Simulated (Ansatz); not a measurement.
# LiFeN (P-6m2) in Ansatz: reference runs

Reference runs on LiFeN: the cell as given and a disturbed copy.

Program: Ansatz 0.2.0. These are calculated values, not measurements. Logs are shortened: lines on timing, memory, paths and dates and some standing lists are left out, and cuts for length are marked.

## (1) The structure

The structure is hexagonal, space group P-6m2 (No. 187). The conventional cell has a = 3.101 Å, b = 3.101 Å, c = 4.145 Å, α = 90.00°, β = 90.00°, γ = 120.00°. Fe (site symmetry -6m2) has 3 N at 1.79 Å as nearest neighbours. N (site symmetry -6m2) has 3 Fe at 1.79 Å as nearest neighbours. Li (site symmetry -6m2) has 2 N at 2.07 Å as nearest neighbours.

The cell comes from a database or a generator and needn't be the stable form of this composition.

## (2) Single point, PBE, collinear spin, ferromagnetic start

The input, input.yaml:

```yaml
crystal:
  lattice:
    - [3.1006003459, 0.0, 0.0]
    - [-1.5503001729, 2.6851986665, 0.0]
    - [0.0, 0.0, 4.145339]
  atoms:
    - { symbol: Fe, position: [0.3333333333, 0.6666666667, 0.5], spin: 3.0 }
    - { symbol: "N", position: [0.0, 0.0, 0.5] }
    - { symbol: Li, position: [0.0, 0.0, 0.0] }
hamiltonian:
  xc: pbe
  pseudopotentials: { kind: paw }
magnetization:
  spin_polarized: true
kpoints:
  mp_grid: { grid: [10, 10, 7] }
scf:
  occupations: { method: fermi_dirac, width: 0.05 }
output:
  forces: true
  stress: true
  eigenvalues: true
```

Potentials or basis: Ansatz PAW.

The run is started by

```bash
$ ansatz run input.yaml --threads 2 --pin off --max-ram 5120MiB --backend cpu --events-out ev --progress --plain --runs-dir out
```

The log of the run:

```text
Warning: RAYON_NUM_THREADS=2 ignored (pool sized by the plan → 2); use --threads N
Engine: ansatz 0.2.0, aarch64-unknown-linux-gnu
Pseudopotentials: kind: paw
Pseudopotential: Fe, paw, valence charge 16, recommended cutoff 420 eV (normal), Fe.paw.azcp
Pseudopotential: N, paw, valence charge 5, recommended cutoff 420 eV (normal), N.paw.azcp
Pseudopotential: Li, paw, valence charge 3, recommended cutoff 420 eV (normal), Li.paw.azcp
Functional definition: PBE
  parameter kappa = 0.804
  parameter beta = 0.06672455060314922
  exchange = pbe_x(kappa = kappa, mu = beta*pi^2/3)
  correlation = pbe_c(beta = beta)
Crystal: 3 atoms, lattice volume = 34.513 Å³
Basis set: ecut = 420 eV, 685 PW (Γ), exchange–correlation on 48×48×60 points (8 copies of the dense FFT grid, shifted against one another)
Bands: 18, of which v1, the nominal top of the filled ones, is band 12 counted from 1 (11 counted from 0)
Symmetry: 12 space group operations
Space group: P-6m2 (ITA 187), of the structure as read, at distance tolerance 3.3e-5 Å
Magnetic group: BNS 187.209 (UNI 1439), of the structure as read, at distance tolerance 3.3e-5 Å
k-points: 56 of 700 (time reversal used)
Non-local potential: Fe, projectors of the file, l = 0: 3, l = 1: 2, l = 2: 3, l = 3: 1
Non-local potential: N, projectors of the file, l = 0: 2, l = 1: 2, l = 2: 1
Non-local potential: Li, projectors of the file, l = 0: 3, l = 1: 2, l = 2: 1
PAW form: soft (Blöchl's): semilocal exchange-correlation on the pseudo side does not see the compensation charge
PAW one-centre angular grid: Fe, 590 points (default); XC on 64 Gauss nodes
PAW one-centre angular grid: N, 110 points (default); XC on 64 Gauss nodes
PAW one-centre angular grid: Li, 110 points (default); XC on 64 Gauss nodes
Initial density: superposition of atomic densities (chi_scale 0.1, normalization cell, long waves kept (reshape's long-wave potential 0.04 eV rms))
Starting moments: Σ|m| = 3 μB on 1 of 3 sites
Initial wavefunctions: pseudopotential atomic-orbital guess
Functional: x = pbe(κ = 0.804, μ = 0.2195149727645171), c = pbe(β = 0.06672455060314922)
SCF iter   1: F=—  HF=-5068.844927 eV  |F-HF|=—  |Δ(HF+E_count)|=         —  Δρ=4.49e-2 (↑4.49e-2 ↓4.14e-2)  dr2=1.18e0  dr2_m=2.97e-1  M=2.321 μB ∫|m|=2.479 μB  β_m=0.30  ethr=3.10e-3  ⟨swp⟩=4.8  Hψ=8265  notcnv=0
Mixer restart at iter 1: flushing history
preconditioner: auto → none  [metal: Δε(μ)=0.009 eV  Ē_g=10.504 eV  σ=0.050 eV  W_gap=0.05  n_scr=8 (ndim 8)  ℏωp=23.6 eV  f_vac=0.000  D(μ)=3.02/eV (n_scr^D=34)  sad-step TF]
SCF iter   2: F=—  HF=-5068.756237 eV  |F-HF|=—  |Δ(HF+E_count)|=   8.87e-2  Δρ=5.98e-2 (↑4.80e-2 ↓5.98e-2)  dr2=4.05e-1  dr2_m=7.90e-1  M=1.871 μB ∫|m|=2.014 μB  β_m=0.65  ethr=3.10e-3  ⟨swp⟩=2.0  Hψ=3385  notcnv=0  defer=69
SCF iter   3: F=—  HF=-5069.483974 eV  |F-HF|=—  |Δ(HF+E_count)|=   7.28e-1  Δρ=7.72e-2 (↑7.57e-2 ↓7.72e-2)  dr2=3.37e-1  dr2_m=1.76e0  M=1.025 μB ∫|m|=1.176 μB  β_m=0.39  ethr=1.69e-3  ⟨swp⟩=2.8  Hψ=3623  notcnv=0  defer=91
SCF iter   4: F=-5067.888203 eV  HF=-5069.917655 eV  |F-HF|=2.03e0  |Δ(HF+E_count)|=   4.34e-1  Δρ=4.54e-2 (↑4.54e-2 ↓3.74e-2)  dr2=2.60e0  dr2_m=5.70e-2  M=1.856 μB ∫|m|=1.945 μB  β_m=0.12  ethr=1.41e-3  ⟨swp⟩=3.0  Hψ=4572  notcnv=0  defer=93
SCF iter   5: F=-5069.501217 eV  HF=-5069.575446 eV  |F-HF|=7.42e-2  |Δ(HF+E_count)|=   3.42e-1  Δρ=3.51e-2 (↑3.04e-2 ↓3.51e-2)  dr2=1.66e-1  dr2_m=3.11e-1  M=0.977 μB ∫|m|=1.068 μB  β_m=0.10  ethr=1.41e-3  ⟨swp⟩=2.2  Hψ=4250  notcnv=0  defer=83
SCF iter   6: F=-5069.508209 eV  HF=-5069.664898 eV  |F-HF|=1.57e-1  |Δ(HF+E_count)|=   8.95e-2  Δρ=2.16e-2 (↑2.16e-2 ↓1.63e-2)  dr2=1.85e-1  dr2_m=7.45e-2  M=0.662 μB ∫|m|=0.741 μB  β_m=0.28  ethr=6.90e-4  ⟨swp⟩=2.3  Hψ=3035  notcnv=0  defer=83
SCF iter   7: F=-5069.355081 eV  HF=-5069.510030 eV  |F-HF|=1.55e-1  |Δ(HF+E_count)|=         —  Δρ=4.87e-2 (↑4.87e-2 ↓3.45e-2)  dr2=1.33e-1  dr2_m=4.98e-1  M=-0.155 μB ∫|m|=0.162 μB  β_m=1.00  ethr=6.90e-4  ⟨swp⟩=3.0  Hψ=4200  notcnv=0  defer=88
Mixer restart at iter 7: flushing history
SCF iter   8: F=—  HF=-5069.984696 eV  |F-HF|=—  |Δ(HF+E_count)|=   4.75e-1  Δρ=6.24e-2 (↑5.33e-2 ↓6.24e-2)  dr2=3.98e0  dr2_m=8.14e-3  M=-0.079 μB ∫|m|=0.089 μB  β_m=0.28  ethr=2.08e-4  ⟨swp⟩=3.5  Hψ=5320  notcnv=0  defer=79
SCF iter   9: F=—  HF=-5069.769063 eV  |F-HF|=—  |Δ(HF+E_count)|=   2.16e-1  Δρ=2.72e-2 (↑2.72e-2 ↓2.14e-2)  dr2=6.03e-1  dr2_m=3.84e-3  M=-0.082 μB ∫|m|=0.087 μB  β_m=0.24  ethr=2.08e-4  ⟨swp⟩=4.0  Hψ=5955  notcnv=0  defer=78
SCF iter  10: F=—  HF=-5069.629305 eV  |F-HF|=—  |Δ(HF+E_count)|=   1.40e-1  Δρ=2.46e-3 (↑2.27e-3 ↓2.46e-3)  dr2=2.84e-3  dr2_m=9.66e-4  M=-0.105 μB ∫|m|=0.112 μB  β_m=0.29  ethr=2.08e-4  ⟨swp⟩=3.0  Hψ=5167  notcnv=0  defer=77
SCF iter  11: F=—  HF=-5069.636806 eV  |F-HF|=—  |Δ(HF+E_count)|=   7.50e-3  Δρ=1.86e-3 (↑1.50e-3 ↓1.86e-3)  dr2=1.72e-3  dr2_m=5.18e-4  M=-0.103 μB ∫|m|=0.112 μB  β_m=0.46  ethr=1.18e-5  ⟨swp⟩=1.4  Hψ=2148  notcnv=0  defer=77
SCF iter  12: F=—  HF=-5069.643961 eV  |F-HF|=—  |Δ(HF+E_count)|=   7.15e-3  Δρ=2.87e-4 (↑2.87e-4 ↓2.71e-4)  dr2=2.41e-5  dr2_m=1.92e-5  M=-0.099 μB ∫|m|=0.113 μB  β_m=0.55  ethr=7.15e-6  ⟨swp⟩=2.0  Hψ=3331  notcnv=0  defer=77
SCF iter  13: F=—  HF=-5069.644022 eV  |F-HF|=—  |Δ(HF+E_count)|=   6.14e-5  Δρ=1.19e-4 (↑8.67e-5 ↓1.19e-4)  dr2=6.34e-6  dr2_m=1.82e-6  M=-0.098 μB ∫|m|=0.113 μB  β_m=0.66  ethr=1.00e-7  ⟨swp⟩=2.0  Hψ=3270  notcnv=0  defer=77
SCF iter  14: F=—  HF=-5069.644026 eV  |F-HF|=—  |Δ(HF+E_count)|=   3.81e-6  Δρ=1.03e-4 (↑7.01e-5 ↓1.03e-4)  dr2=7.49e-7  dr2_m=2.30e-6  M=-0.099 μB ∫|m|=0.115 μB  β_m=0.83  ethr=2.64e-8  ⟨swp⟩=2.1  Hψ=2512  notcnv=0  defer=77
SCF iter  15: F=—  HF=-5069.644027 eV  |F-HF|=—  |Δ(HF+E_count)|=   1.10e-6  Δρ=9.68e-5 (↑9.68e-5 ↓9.13e-5)  dr2=8.96e-7  dr2_m=2.68e-6  M=-0.099 μB ∫|m|=0.116 μB  β_m=0.91  ethr=3.12e-9  ⟨swp⟩=2.3  Hψ=2957  notcnv=0  defer=77
SCF iter  16: F=—  HF=-5069.644027 eV  |F-HF|=—  |Δ(HF+E_count)|=   5.53e-8  Δρ=9.97e-5 (↑9.97e-5 ↓6.65e-5)  dr2=1.39e-6  dr2_m=1.97e-6  M=-0.101 μB ∫|m|=0.119 μB  β_m=0.96  ethr=3.12e-9  ⟨swp⟩=2.0  Hψ=2582  notcnv=0  defer=77
SCF iter  17: F=—  HF=-5069.644027 eV  |F-HF|=—  |Δ(HF+E_count)|=   1.75e-7  Δρ=2.13e-5 (↑1.22e-5 ↓2.13e-5)  dr2=1.52e-7  dr2_m=6.59e-8  M=-0.105 μB ∫|m|=0.123 μB  β_m=0.98  ethr=3.12e-9  ⟨swp⟩=2.0  Hψ=3072  notcnv=0  defer=77
SCF iter  18: F=—  HF=-5069.644027 eV  |F-HF|=—  |Δ(HF+E_count)|=   8.33e-8  Δρ=7.09e-6 (↑2.88e-6 ↓7.09e-6)  dr2=1.72e-8  dr2_m=4.06e-9  M=-0.106 μB ∫|m|=0.125 μB  β_m=0.94  ethr=6.34e-10  ⟨swp⟩=2.4  Hψ=3330  notcnv=0  defer=77
SCF iter  19: F=—  HF=-5069.644027 eV  |F-HF|=—  |Δ(HF+E_count)|=   9.44e-9  Δρ=2.52e-6 (↑2.24e-6 ↓2.52e-6)  dr2=2.95e-9  dr2_m=1.17e-9  M=-0.106 μB ∫|m|=0.124 μB  β_m=0.85  ethr=7.16e-11  ⟨swp⟩=2.0  Hψ=2706  notcnv=0  defer=77
SCF iter  20: F=—  HF=-5069.644027 eV  |F-HF|=—  |Δ(HF+E_count)|=   1.04e-9  Δρ=2.12e-6 (↑2.12e-6 ↓3.63e-7)  dr2=1.98e-9  dr2_m=2.86e-10  M=-0.106 μB ∫|m|=0.124 μB  β_m=0.71  ethr=1.23e-11  ⟨swp⟩=2.0  Hψ=2777  notcnv=0  defer=77
SCF iter  21: F=-5069.644027 eV  HF=-5069.644027 eV  |F-HF|=2.12e-10  |Δ(HF+E_count)|=  1.08e-10  Δρ=6.13e-7 (↑3.29e-7 ↓6.13e-7)  dr2=2.40e-10  dr2_m=2.32e-11  M=-0.106 μB ∫|m|=0.124 μB  ethr=8.25e-12  ⟨swp⟩=3.1  Hψ=6120  notcnv=0
SCF 1 converged in 21 iterations: F = -5069.644027 eV  dr2 = 2.40e-10
at 1 of the mixer's solves, the last at iteration 3, it left a direction of its history that read negative out of its fit and stepped the other way along it
SCF converged after 21 iterations
Magnetization: -0.1057 μB (11.9472 up, 12.0528 down)
Absolute magnetization: 0.1241 μB (∫|ρ↑−ρ↓|, with the PAW one-centre terms)
Spin contamination: 0.0011 ħ² per cell (⟨S²⟩ above its minimum at these occupations)
Per-site moments (μB) at R_I (Å): [(-0.09813889833423632, 0.7384296332919299), (0.002968019729113198, 0.7384296332919299), (0.00060630543363044, 0.85497616875)]
Free energy (F): -5069.644027 eV
Harris-Foulkes:  -5069.644027 eV  (|F-HF|=2.12e-10)
Internal energy: -5069.627016 eV  (E = F + TS)
E sigma→0 (E₀):  -5069.635522 eV
Entropy (-TS):   -0.017011 eV (-5.670 meV/atom)
Fermi energy:    8.865281 eV
--- Per-component energies (eV) ---
  E_band       = -444.935225
  E_kinetic    = 505.641412
  E_local      = -3674.367216  (includes V_loc(G=0)·N_el)
  E_nonlocal   = 228.346532
  E_hartree    = 1532.623621
  E_xc         = -188.653751
  E_vxc        = -241.956356  (∫ρ·V_xc dr)
  E_paw        = -1512.559775  (= ΣΔE_a)
  E_vpaw       = -327.848606  (= ΣTr[D̂ρ^β])
  E_aug_tail   = 0.000690  (compensation charges beyond the density's cutoff)
  E_ewald      = -1960.658530
  E_smearing   = -0.017011  (= −TS)
  E_closure    = -0.000000  (closes the sum)
  Σ components = -5069.644027   (vs F -5069.644027, Δ=0.00e0)
--- Forces (eV/Å), atoms counted from 1 ---
  atom   1  Fe    -0.00000000     0.00000000     0.00000000
  atom   2  N     -0.00000000     0.00000000     0.00000000
  atom   3  Li     0.00000000    -0.00000000     0.00000000
  max |Σ_I F_I| component: 9.07e-16 eV/Å
--- Stress (GPa, compression-positive) ---
       -1.401324      -0.000000       0.000000
       -0.000000      -1.401324       0.000000
        0.000000       0.000000      -0.593144
  P = ⅓ Tr σ = -1.1319 GPa (-11.319 kbar)
--- Band table (eV; the first three rows and the last of 112) ---
  k-point 0 ↑: bands = ["-78.3522", "-44.7635", "-44.7635", "-43.7770", "-36.8969", "-7.4608", "2.5862", "2.5862", "3.9395", "6.1640", "8.1171", "8.1171", "11.1259", "12.6779", "12.6779", "17.0290", "18.1057", "22.4141"]
  k-point 1 ↑: bands = ["-78.3521", "-44.7635", "-44.7635", "-43.7771", "-36.8967", "-7.4661", "2.5900", "2.5900", "3.8056", "6.4763", "8.1071", "8.1071", "11.1312", "12.6858", "12.6858", "15.8951", "19.2167", "22.3090"]
  k-point 2 ↑: bands = ["-78.3521", "-44.7635", "-44.7635", "-43.7774", "-36.8963", "-7.4782", "2.5980", "2.5980", "3.5804", "7.1504", "8.0846", "8.0846", "11.1418", "12.7030", "12.7030", "14.5662", "20.3820", "21.8925"]
  k-point 55 ↓: bands = ["-78.4767", "-44.9489", "-44.9356", "-43.8636", "-36.8832", "-6.3367", "3.2374", "3.8671", "4.0808", "6.5818", "6.9329", "8.3994", "8.7143", "10.1145", "10.9643", "13.3483", "18.9778", "19.8613"]
```

Run time: 8 s. Hardware: 2 threads of Arm Neoverse V2, shared host; peak memory 0.36 GiB.

What came out:

* Free energy: -5069.6440 eV
* Pressure: -1.1 GPa
* Band gap on the k mesh: none (metal or under the smearing width)
* Net moment: -0.11 μB per cell
* Absolute moment: 0.12 μB per cell
* Site moments: Fe -0.10; N +0.00; Li +0.00 μB

Stress tensor (GPa, compression positive):
```
-1.40  0.00  0.00
 0.00 -1.40  0.00
 0.00  0.00 -0.59
```

Caveat: the pressure holds a Pulay correction of +0.4 GPa for the finite cutoff; the starting moments weren't kept.

## (3) Single point, PBE, collinear spin, ferromagnetic start (atoms moved at random, drawn with an rms of 0.05 Å)

The input, input.yaml:

```yaml
crystal:
  lattice:
    - [3.1006003459, 0.0, 0.0]
    - [-1.5503001729, 2.6851986665, 0.0]
    - [0.0, 0.0, 4.145339]
  atoms:
    - { symbol: Fe, position: [0.331494, 0.653979, 0.502672], spin: 3.0 }
    - { symbol: "N", position: [-0.007194, 0.006958, 0.495258] }
    - { symbol: Li, position: [0.010098, 0.012374, -0.002388] }
hamiltonian:
  xc: pbe
  pseudopotentials: { kind: paw }
magnetization:
  spin_polarized: true
kpoints:
  mp_grid: { grid: [10, 10, 7] }
scf:
  occupations: { method: fermi_dirac, width: 0.05 }
output:
  forces: true
  stress: true
  eigenvalues: true
  write_density: true
  write_potential: true
  elf: true
  volumetric_format: npy
```

Potentials or basis: Ansatz PAW.

The run is started by

```bash
$ ansatz run input.yaml --threads 2 --pin off --max-ram 5120MiB --backend cpu --events-out ev --progress --plain --runs-dir out
```

Wall time 46 s (2 threads of Arm Neoverse V2, shared host); peak memory 0.68 GiB.

Results (log left out):

```
Free energy            : -5069.5970 eV
Pressure               : -0.2 GPa
Largest force          : 1.259 eV/Å
Band gap on the k mesh : none (metal or under the smearing width)
Net moment             : 0.39 μB per cell
Absolute moment        : 0.43 μB per cell
Site moments           : Fe +0.34; N -0.00; Li -0.00 μB
```

Forces in eV/Å, atoms in the order of the input:
```
Fe  -0.785  0.983  0.052
N    0.781 -0.911 -0.109
Li   0.004 -0.072  0.057
```

Stress tensor (GPa, compression positive):
```
-2.68  2.45 -0.12
 2.45  2.35  0.11
-0.12  0.11 -0.38
```

Levels at points of the mesh, in eV from the Fermi level:
Spin up:
```tsv
k point	band 10	band 11	band 12	band 13	band 14	band 15
(0.00, 0.00, 0.00)	-2.76	-1.04	-0.87	2.12	3.54	3.72
(0.00, -0.50, 0.00)	-1.99	-1.41	-1.11	-0.19	0.80	4.43
(-0.50, 0.00, 0.00)	-1.87	-1.29	-1.15	0.08	0.66	4.19
(-0.50, -0.50, 0.00)	-1.79	-1.24	-1.07	0.41	0.48	4.11
```
Spin down:
```tsv
k point	band 8	band 9	band 10	band 11	band 12	band 13	band 14	band 15	band 16	band 17
(0.00, 0.00, 0.00)	-6.17	-4.92	-2.66	-0.71	-0.53	2.29	3.81	4.09	8.17	9.28
(0.00, -0.50, 0.00)	-5.27	-4.26	-1.76	-1.12	-0.78	0.24	1.03	4.44	5.92	7.33
(-0.50, 0.00, 0.00)	-5.19	-4.46	-1.64	-0.94	-0.83	0.45	0.91	4.19	6.08	7.42
(-0.50, -0.50, 0.00)	-5.03	-4.74	-1.58	-0.92	-0.62	0.65	0.79	4.10	6.14	7.65
```

Caveat: the pressure holds a Pulay correction of +0.4 GPa for the finite cutoff.
